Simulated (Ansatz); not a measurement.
What does this script print? It uses Ansatz's Python interface.

`analyse_n.py`
```python
'''Bonding analysis of N.'''

from pathlib import Path
import sys

import ansatz
from ase.data import atomic_numbers
import numpy as np
from pymatgen.analysis.ewald import EwaldSummation
from pymatgen.core import Structure
from pymatgen.core import Lattice, Structure
from pymatgen.io.ase import AseAtomsAdaptor
from scipy.ndimage import map_coordinates
import spglib

KMESH = (3, 3, 3)
FILLING = 'Fixed'
XC = 'pbesol'

pmg_structure = Structure(
    Lattice([(5.8151, 0.0, 0.0), (0.0, 5.8151, 0.0), (0.0, 0.0, 5.8151)]),
    ['N', 'N', 'N', 'N', 'N', 'N', 'N', 'N'],
    [
        (0.0639, 0.0639, 0.0639),
        (0.4361, 0.9361, 0.5639),
        (0.5639, 0.4361, 0.9361),
        (0.9361, 0.5639, 0.4361),
        (0.95414, 0.95414, 0.95414),
        (0.54586, 0.04586, 0.45414),
        (0.45414, 0.54586, 0.04586),
        (0.04586, 0.45414, 0.54586),
    ],
)
xtal = ansatz.Crystal.from_ase(AseAtomsAdaptor.get_atoms(pmg_structure))

model = (
    xtal.calculation()
    .kpoints(*KMESH, center='gamma')
    .occupations(FILLING)
    .functional(XC)
    .compute(density=True, band_table=True, populations=True, electron_localization_function=True, output_files={'volumetric_format': 'npy'})
)
try:
    out = model.run()
except ansatz.NonConvergedError as error:
    sys.exit(f'no convergence: {error}')
except ansatz.RefusalError as error:
    sys.exit(f'input refused: {error}')
r = out.report

print('%-22s %14.5f eV' % ('F = E - TS', r['free_energy_ev']))
print('%-22s %14.5f eV' % ('E', r['internal_energy_ev']))
print('%-22s %14.5f eV' % ('Harris-Foulkes', r['harris_foulkes_ev']))
print('%-22s %14.5f eV' % ('Fermi level', r['fermi_energy_ev']))

final = Structure(out.lattice.cell_ang, [s.symbol for s in out.lattice.sites], [s.position_frac for s in out.lattice.sites])
# the grid holds the pseudo-density, which differs from the true one inside the cores
rho = out.density()
total = sum(channel.density_e_per_ang3 for channel in rho.channels[:2])
grid_cell = np.asarray(rho.fft_grid_basis) @ out.lattice.cell_ang
partner = min(final.get_neighbors(final[0], 5.0), key=lambda n: n.nn_distance)
line = np.linspace(final[0].coords, partner.coords, 9)
points = (line @ np.linalg.inv(grid_cell)) * rho.dims
values = map_coordinates(total, points.T, order=3, mode='grid-wrap')
print(f'from {final[0].specie} to {partner.specie}, {partner.nn_distance:.3f} A')
for t, value in zip(np.linspace(0, partner.nn_distance, 9), values):
    print(f'{t:7.3f} A  {value:9.4f} e/A^3')

# band edges over the mesh points; the true edges can lie between them
levels = np.array(r['eigenvalues_ev'])
filled = round(r['n_electrons'] / 2)
top, bottom = levels[:, filled - 1], levels[:, filled]
print('top of band', filled, 'at k =', r['kpoints_frac'][top.argmax()], f'{top.max():.4f} eV')
print('bottom of band', filled + 1, 'at k =', r['kpoints_frac'][bottom.argmin()], f'{bottom.min():.4f} eV')
print(f'gap by band count {bottom.min() - top.max():.3f} eV, least direct gap {(bottom - top).min():.3f} eV')

files = Path(out.write_results('tables'))
print((files / 'populations.tsv').read_text())

# ions of the valence charge in a uniform background
ions = final.copy()
ions.add_oxidation_state_by_site([r['n_electrons'] / len(ions)] * len(ions))
print(f'Ewald sum by pymatgen {EwaldSummation(ions).total_energy:.4f} eV, by the run {r["components"]["e_ewald"]:.4f} eV')

spg_cell = (out.lattice.cell_ang, [s.position_frac for s in out.lattice.sites], [atomic_numbers[s.symbol] for s in out.lattice.sites])
# space group as spglib finds it
for tolerance in (1e-5, 1e-3, 1e-1):
    print(f'symprec {tolerance:g} A: {spglib.get_spacegroup(spg_cell, symprec=tolerance)}')
print('operations used by the run:', r['n_symmetry_ops'])

# ELF is 0.5 in a uniform gas and nears 1 where pairs localise
folder = Path(out.write_results('elf'))
elf = np.load(folder / 'elf.npy')
peak = np.unravel_index(elf.argmax(), elf.shape)
print(f'largest ELF {elf.max():.3f} at grid fractions', np.round(np.array(peak) / elf.shape, 3))
for level in (0.2, 0.5, 0.7, 0.8, 0.9):
    print(f'share of the cell with ELF over {level}: {np.mean(elf > level):.3f}')
```

Output of `python analyse_n.py`:
```text
DeckWarning: basis.ecutwfc = 420 eV, auto-derived from the records' recommended cutoffs: set by N (normal level)
F = E - TS                -3027.82417 eV
E                         -3027.82417 eV
Harris-Foulkes            -3027.82417 eV
Fermi level                  -5.97183 eV
from N to N, 1.106 A
  0.000 A     3.6568 e/A^3
  0.138 A     4.2272 e/A^3
  0.276 A     4.8013 e/A^3
  0.415 A     4.7122 e/A^3
  0.553 A     4.5249 e/A^3
  0.691 A     4.7040 e/A^3
  0.829 A     4.8144 e/A^3
  0.967 A     4.2252 e/A^3
  1.106 A     3.6459 e/A^3
top of band 20 at k = [0.0, 0.0, 0.3333333333333333] -5.9718 eV
bottom of band 21 at k = [0.0, 0.0, 0.0] 1.4708 eV
gap by band count 7.443 eV, least direct gap 7.457 eV
# site	symbol	l	j	q
# orbitals = lowdin
# n_electrons = 40.000000
# spilling = 0.017813
0	N	0_2S	-	1.580333
0	N	1_2P	-	3.332280
1	N	0_2S	-	1.580333
1	N	1_2P	-	3.332280
2	N	0_2S	-	1.580333
2	N	1_2P	-	3.332280
3	N	0_2S	-	1.580333
3	N	1_2P	-	3.332280
4	N	0_2S	-	1.580267
4	N	1_2P	-	3.328988
5	N	0_2S	-	1.580267
5	N	1_2P	-	3.328988
6	N	0_2S	-	1.580267
6	N	1_2P	-	3.328988
7	N	0_2S	-	1.580267
7	N	1_2P	-	3.328988

Ewald sum by pymatgen -896.6818 eV, by the run -896.6818 eV
symprec 1e-05 A: P2_13 (198)
symprec 0.001 A: P2_13 (198)
symprec 0.1 A: P2_13 (198)
operations used by the run: 12
largest ELF 0.965 at grid fractions [0.875 0.875 0.875]
share of the cell with ELF over 0.2: 0.426
share of the cell with ELF over 0.5: 0.281
share of the cell with ELF over 0.7: 0.173
share of the cell with ELF over 0.8: 0.098
share of the cell with ELF over 0.9: 0.040
```
(Warnings from the package without file and line.)

Total energies depend on the potentials; only differences at equal settings carry meaning. A total without «per atom» is that of the cell as typed. Along an axis with an odd division the mesh misses the point at one half; a gap read on a finite mesh is an upper bound on this functional's gap. Semilocal gaps usually lie well under measured ones. With fixed filling the reported Fermi level is the top filled level among the k-points of the SCF. Only differences from the Fermi energy are physical; the zero of the scale is a convention. No spin polarisation was allowed. The fields are valence quantities on the plane-wave grid; their values near the nuclei depend on the potentials. This isn't the structure that N takes at ambient conditions. Levels are Kohn-Sham eigenvalues on this mesh. Finished in 1.8 s on 1 thread of Intel(R) Xeon(R) 6975P-C (Granite Rapids), with other jobs on the host, peak memory 0.46 GiB.

(A comment or docstring line of the script was reworded after the run, the code is as it ran; lines on the test bed's own set-up are left out of the output.)
